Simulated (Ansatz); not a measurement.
# Ir: a line through an energy map

How does the energy of Ir (Fm-3m, No. 225; 1 atom in the cell) vary with volume per atom, at c/a of the conventional cell = 1.080?

Program: Ansatz 0.2.0. Level of theory: DFT LDA, scalar-relativistic, plane waves, PAW. These are calculated values, not measurements.

28 further runs of the same task are left out: 28 set aside as unsound or not needed.

## Step 1: The system as given

It takes space group Fm-3m (No. 225, cubic). The conventional cell has a = 3.811 Å, b = 3.811 Å, c = 3.811 Å, α = 90.00°, β = 90.00°, γ = 90.00°. Ir (site symmetry m-3m) is surrounded by 12 Ir at 2.69 Å.

Structure file:

```
Ir
1.0
     0.00000    1.90541    1.90541
     1.90541    0.00000    1.90541
     1.90541    1.90541    0.00000
Ir
1
Direct
  0.00000 0.00000 0.00000
```

This cell was relaxed beforehand with the same method: volume 13.84 Å³/atom, gap on the mesh none (metal).

## Step 2: What is varied

The energy is mapped over volume and the cell's shape.

The axes are (1) volume per atom: 7 values from 12.729 to 14.942 Å³; (2) c/a of the conventional cell: 9 values from 0.629 to 1.167.

Nothing else is relaxed (symmetry fixes all fractional coordinates). Energies count from the relaxed crystal. Points are written as (first, second).

## Step 3: The run at (12.729 Å³, 1.080)

input.yaml

```yaml
crystal:
  lattice:
    - [0.0, 1.8060924268, 1.9511216487]
    - [1.8060924268, 0.0, 1.9511216487]
    - [1.8060924268, 1.8060924268, 0.0]
  atoms:
    - { symbol: Ir, position: [0.0, 0.0, 0.0] }
basis:
  ecutwfc: 420
kpoints:
  mp_grid: { grid: [22, 22, 22] }
hamiltonian:
  xc: lda
  pseudopotentials: { kind: paw, azcp: { folder: soft_1 } }
scf:
  occupations: { method: gaussian, width: 0.15 }
output:
  forces: true
  stress: true
  eigenvalues: true
```

Launch:

```console
$ ansatz run input.yaml --threads 1 --pin off --max-ram 2048MiB --backend cpu --events-out ev --progress --plain --runs-dir out
```

Further runs follow: the other points of the line.

**Question.** What will these runs give? Wanted: for each run, volume per atom; energy; slope; pressure.

**Answer**, as computed:

| volume per atom (Å³) | step | energy (meV/atom) | slope (meV/atom per Å³) | pressure (GPa) |
| --- | --- | --- | --- | --- |
| 12.729 | 3 | 215 | −272 | 44 |
| 13.098 | 4 | 133 | −171 | 27 |
| 13.466 | 5 | 87 | −85 | 14 |
| 13.835 | – | 69 | −11 | 2 |
| 14.204 | 6 | 77 | 52 | −8 |
| 14.573 | 7 | 107 | 106 | −17 |
| 14.942 | 8 | 154 | 151 | −24 |

Energies count from the relaxed crystal. Rows without a step come from runs not printed here or follow by symmetry. Slopes come from the forces (and the stress, where the cell changes), not from differences of energies.

**Reading.** Along the line the energy is lowest at 13.835 Å³, 69 meV/atom from the zero. Energies and slopes round the minimum, fitted together, put the minimum at 13.8940 Å³, with a curvature of about 180 meV/atom per (Å³)². V·d²E/dV² there is about 400 GPa, a bulk modulus under this line's constraint. The well is lopsided: two grid steps out, the energy rises by 64 meV/atom towards smaller values and 37 meV/atom towards larger ones. The highest point computed, at 12.729 Å³, lies 145 meV/atom above the lowest. This is one cut through a surface in two coordinates; the map's lowest point lies off it. The runs treat Ir without spin-orbit coupling.
